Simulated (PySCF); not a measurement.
# BLYP/6-31G(d) (spherical functions) run of NBrO (nitrosyl bromide)

Aim: the vertical singlet–triplet gap of NBrO (nitrosyl bromide) at BLYP/6-31G* (spherical functions), from 2 runs. 

Program for the calculation: PySCF 2.14.0.

### 1 The molecule

NBrO: 3 atoms, total charge 0, spin state singlet. SMILES: `O=NBr`. Geometry: relaxed at PBE0-D4/def2-TZVP.

Bond lengths: O1–N2 1.126 Å, N2–Br3 2.117 Å. Angles: O1–N2–Br3 114.9°.

### 2 The energy at BLYP/6-31G(d) (spherical functions)

The input, input.py:

```python
from pyscf import gto, dft

system = gto.M(
    atom=[
    ('O', (0.941780, -0.646800, 0.448530)),
    ('N', (-0.044940, -0.636480, -0.092930)),
    ('Br', (-0.896840, 1.283280, -0.355590)),
],
    basis='6-31g*',
    max_memory=1860,
    verbose=3,
)

ks = dft.RKS(system, xc='blyp')
ks.grids.level = 5
ks.conv_tol = 1e-10
ks.kernel()
if not ks.converged:
    ks = ks.newton().run(ks.mo_coeff, ks.mo_occ)

energy = ks.e_tot
print(f'total energy: {energy:.8f} hartree')
```

The run is started by

```console
$ OMP_NUM_THREADS=1 python input.py
```

The log of the run:

```text
converged SCF energy = -2703.76730189709
total energy: -2703.76730190 hartree
```

Run time: 12 s. Hardware: 1 thread of Arm Neoverse N1, shared host; peak memory 0.32 GiB.

### 3 The triplet at the same level

The input, run.py:

```python
from pyscf import gto, dft

mol = gto.M(
    atom='O 0.941780 -0.646800 0.448530; N -0.044940 -0.636480 -0.092930; Br -0.896840 1.283280 -0.355590',
    charge=0,
    basis='6-31g*',
    max_memory=1860,
    verbose=3,
    spin=2,
)

mf = dft.UKS(mol)
mf.xc = 'blyp'
mf.conv_tol = 1e-10
mf.grids.level = 5
mf.kernel()
if not mf.converged:
    mf = mf.newton().run(mf.mo_coeff, mf.mo_occ)

e_tot = mf.e_tot
print('Final energy', e_tot)
```

The run is started by

```console
$ OMP_NUM_THREADS=1 python run.py
```

The log of the run:

```text
WARN: HOMO -0.127326414647682 >= LUMO -0.259302388565096

WARN: HOMO -0.108912908476875 >= LUMO -0.23392235906629

WARN: HOMO -0.150801764195081 >= LUMO -0.227649169339686

WARN: HOMO -0.146543820394433 >= LUMO -0.233412395312225

WARN: HOMO -0.157286510667 >= LUMO -0.233309388242565

WARN: HOMO -0.152003149044706 >= LUMO -0.232535487787864

WARN: HOMO -0.152011877666189 >= LUMO -0.232039438011244

WARN: HOMO -0.152190017443878 >= LUMO -0.232186498254213

WARN: HOMO -0.152157079166772 >= LUMO -0.232117606251898

WARN: HOMO -0.152154374732087 >= LUMO -0.232117345133282

WARN: HOMO -0.152154752019981 >= LUMO -0.232120265593105

WARN: HOMO -0.152155567820745 >= LUMO -0.232120175517602

WARN: HOMO -0.152155568822959 >= LUMO -0.232120373154697

WARN: HOMO -0.152155140443316 >= LUMO -0.232120420722335

converged SCF energy = -2703.69034430084  <S^2> = 2.0032145  2S+1 = 3.0021422
Final energy -2703.6903443008378
```

It took 20 s on 1 thread of Arm Neoverse N1, shared host; peak memory 0.34 GiB.

### 4 Results

Level: BLYP/6-31G* (spherical functions).

| quantity | value |
| --- | --- |
| singlet: total energy | -2703.76730 Eh |
| singlet: dipole moment | 1.87 D |
| singlet: HOMO energy | -6.59 eV |
| singlet: LUMO energy | -4.48 eV |
| singlet: HOMO–LUMO gap | 2.11 eV |
| triplet: total energy | -2703.69034 Eh |
| triplet: dipole moment | 0.12 D |
| triplet: HOMO energy (highest over α and β) | -4.14 eV |
| triplet: ⟨S²⟩ | 2.003 |
| vertical energy of the triplet above the singlet | 2.094 eV |

In words: At this shape the triplet lies 2.09 eV (202 kJ/mol) above the singlet. Mulliken charges (triplet) run from -0.06 on O1 to +0.04 on Br3.
